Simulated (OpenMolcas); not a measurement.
**One shape, several levels: SiBrCl3 (bromotrichlorosilane)**

We compute a comparison of 6 runs (HF/STO-3G, HF/3-21G, BHLYP/cc-pVDZ, M06-2X/cc-pVDZ, PBE0/cc-pVDZ, B3LYP/6-31G*) of SiBrCl3 (bromotrichlorosilane). 

The calculation is run with OpenMolcas 26.06.

2 further runs of the same task are left out: 2 that didn't finish.

## Step 1: The structure to begin with

The species is SiBrCl3 (5 atoms), meant as a singlet with charge 0. SMILES: `Cl[Si](Cl)(Cl)Br`. The Si2–Cl3 distance was set to 4.451 Å, away from the relaxed value. At this shape a bond of the SMILES string is far longer than usual.

Bond lengths: Cl1–Si2 2.023 Å, Si2–Cl4 2.023 Å, Si2–Br5 2.188 Å. Angles: Cl1–Si2–Cl4 109.3°, Cl1–Si2–Br5 109.7°, Cl4–Si2–Br5 109.7°.

## Step 2: A single-point energy at HF/STO-3G (run 1)

mol.xyz reads:

```xyz
5

Cl    -2.877418     1.121018     1.888800
Si    -2.021118     1.296118     0.064000
Cl     1.690500    -1.158200    -0.059200
Cl    -3.310218     0.629018    -1.345600
Br    -1.530118     3.393118    -0.320700
```

calc.inp reads:

```
* BrCl3Si Hartree-Fock

&GATEWAY
 BASLIB=$CurrDir
 COORD=mol.xyz
 BASIS=STO-3G
 GROUP=NoSym

&SEWARD

&SCF
 THRESHOLDS=1e-10 1e-07 1e-07 1e-05
 PRORBITALS=0
```

The basis set STO-3G is read from a file made from the Basis Set Exchange's data (not shown).

Launch:

```console
$ export MOLCAS_MEM=1860
$ pymolcas calc.inp > calc.log
```

Log:

```text
--- Start Module: gateway ---
[...]
--- Stop Module: gateway /rc=_RC_ALL_IS_WELL_ ---
--- Start Module: seward ---
[...]
      Basis functions           54
--- Stop Module: seward /rc=_RC_ALL_IS_WELL_ ---
[...]
--- Start Module: scf ---
[...]
       Convergence after  23 Iterations
[...]
::    Total SCF energy                              -4193.9381885126
[...]
      Total spin, S                                     0.0000000000
[...]
      Total electronic charge=  100.000000
      Total            charge=   -0.000000
[...]
      Dipole Moment (debye):
      Origin of the operator (angstrom)=   -1.5796    1.5332   -0.0311
                   X= -5.1476E+00               Y=  4.8449E+00               Z= -4.8412E-02           Total=  7.0692E+00
      Quadrupole Moment (debye*angstrom):
[...]
--- Stop Module: scf /rc=_RC_ALL_IS_WELL_ ---
[...]
```

It took 2.7 s on 1 thread of Arm Neoverse V1, shared host; peak memory 0.39 GiB.

## Step 3: The energy at HF/3-21G (run 2)

calc.input reads:

```
>>> EXPORT MOLCAS_PRINT=2
&GATEWAY
BASLIB = $CurrDir
COORD
5
angstrom
Cl      -2.877418       1.121018       1.888800
Si      -2.021118       1.296118       0.064000
Cl       1.690500      -1.158200      -0.059200
Cl      -3.310218       0.629018      -1.345600
Br      -1.530118       3.393118      -0.320700
BASIS = 3-21G
GROUP = NoSym
&SEWARD
&SCF
THRESHOLDS = 1e-10 1e-07 1e-07 1e-05
PRORBITALS = 1 1
```

The basis set 3-21G is read from a file made from the Basis Set Exchange's data (not shown).

Launch:

```console
$ export MOLCAS_MEM=1860
$ pymolcas calc.input > calc.log
```

Log:

```text
--- Start Module: gateway ---
[...]
--- Stop Module: gateway /rc=_RC_ALL_IS_WELL_ ---
--- Start Module: seward ---
[...]
      Basis functions           74
--- Stop Module: seward /rc=_RC_ALL_IS_WELL_ ---
[...]
--- Start Module: scf ---
[...]
       Convergence after  24 Iterations
[...]
::    Total SCF energy                              -4219.2767574127
[...]
      Total spin, S                                     0.0000000000
[...]
      Total electronic charge=  100.000000
      Total            charge=   -0.000000
[...]
      Dipole Moment (debye):
      Origin of the operator (angstrom)=   -1.5796    1.5332   -0.0311
                   X= -7.1426E+00               Y=  5.9920E+00               Z=  4.4007E-02           Total=  9.3232E+00
      Quadrupole Moment (debye*angstrom):
[...]
--- Stop Module: scf /rc=_RC_ALL_IS_WELL_ ---
[...]
```

It took 5.4 s on 1 thread of Arm Neoverse V1, shared host; peak memory 0.43 GiB.

Runs 3 to 5 aren't shown in full; the table further down has their settings and results.

## Step 4: The energy at B3LYP/6-31G(d) (Cartesian functions) (run 6)

input.xyz reads:

```xyz
5

Cl    -2.877418     1.121018     1.888800
Si    -2.021118     1.296118     0.064000
Cl     1.690500    -1.158200    -0.059200
Cl    -3.310218     0.629018    -1.345600
Br    -1.530118     3.393118    -0.320700
```

mol.inp reads:

```
&gateway
 baslib=$CurrDir
 coord=input.xyz
 basis=6-31Gs
 group=NoSym

&seward
 gridinput
 Grid=UltraFine
 End of Grid

&scf
 ksdft=B3LYP
 thresholds=1e-10 1e-07 1e-07 1e-05
 prorbitals=1 2
```

The basis set 6-31G* is read from a file made from the Basis Set Exchange's data (not shown).

Launch:

```console
$ export MOLCAS_MEM=1860
$ pymolcas mol.inp > mol.log
```

Log:

```text
--- Start Module: gateway ---
[...]
--- Stop Module: gateway /rc=_RC_ALL_IS_WELL_ ---
--- Start Module: seward ---
[...]
      Basis functions          111
--- Stop Module: seward /rc=_RC_ALL_IS_WELL_ ---
[...]
--- Start Module: scf ---
[...]
       Convergence after  21 Iterations
[...]
::    Total KS-DFT energy                           -4243.9848060495
[...]
      Total spin, S                                     0.0000000000
[...]
      Total electronic charge=  100.000000
      Total            charge=   -0.000000
[...]
      Dipole Moment (debye):
      Origin of the operator (angstrom)=   -1.5796    1.5332   -0.0311
                   X= -5.8352E+00               Y=  4.3919E+00               Z=  1.1252E-01           Total=  7.3042E+00
      Quadrupole Moment (debye*angstrom):
[...]
--- Stop Module: scf /rc=_RC_ALL_IS_WELL_ ---
[...]
```

It took 33 s on 1 thread of Arm Neoverse V1, shared host; peak memory 0.66 GiB.

## Step 5: All runs side by side

```tsv
run	level	integration grid	Cartesian functions	energy (Eh)	dipole moment (D)	HOMO energy (eV)	LUMO energy (eV)	wall time
1	HF/STO-3G	–	no	-4193.938189	7.07	-5.76	-2.16	2.7 s
2	HF/3-21G	–	no	-4219.276757	9.32	-8.72	-4.42	5.4 s
3	BHLYP/cc-pVDZ	UltraFine	no	-4244.166135	21.61	-4.65	-4.65	42 s
4	M06-2X/cc-pVDZ	UltraFine	no	-4244.141161	21.82	-4.71	-4.71	75 s
5	PBE0/cc-pVDZ	UltraFine	no	-4243.377737	7.64	-7.19	-5.91	2.4 min
6	B3LYP/6-31G* (Cartesian functions)	UltraFine	yes	-4243.984806	7.30	-7.08	-6.11	33 s
```

## Step 6: Summary of results

| quantity | value |
| --- | --- |
| run 6: total energy | -4243.98481 Eh |
| run 6: dipole moment | 7.30 D |
| run 6: HOMO energy | -7.08 eV |
| run 6: LUMO energy | -6.11 eV |
| run 6: HOMO–LUMO gap | 0.97 eV |

What this shows: The dipole moment (its size) runs from 7.07 D (HF/STO-3G) to 21.82 D (M06-2X/cc-pVDZ). The two ends differ in method and basis. The two dipoles point in opposite directions. So wide a spread suggests that the runs ended on unlike SCF solutions, not only an effect of the method. The HOMO–LUMO gap runs from 0.00 eV (BHLYP/cc-pVDZ) to 4.30 eV (HF/3-21G). Totals of different functionals can't be ranked against each other. In run 1 the basis is minimal, so the values are rough. In runs 1, 2, 3, 4, 5, 6 a closed-shell determinant meets a far-stretched bond, which it describes badly. All runs together took 5 min, the longest 2.4 min.
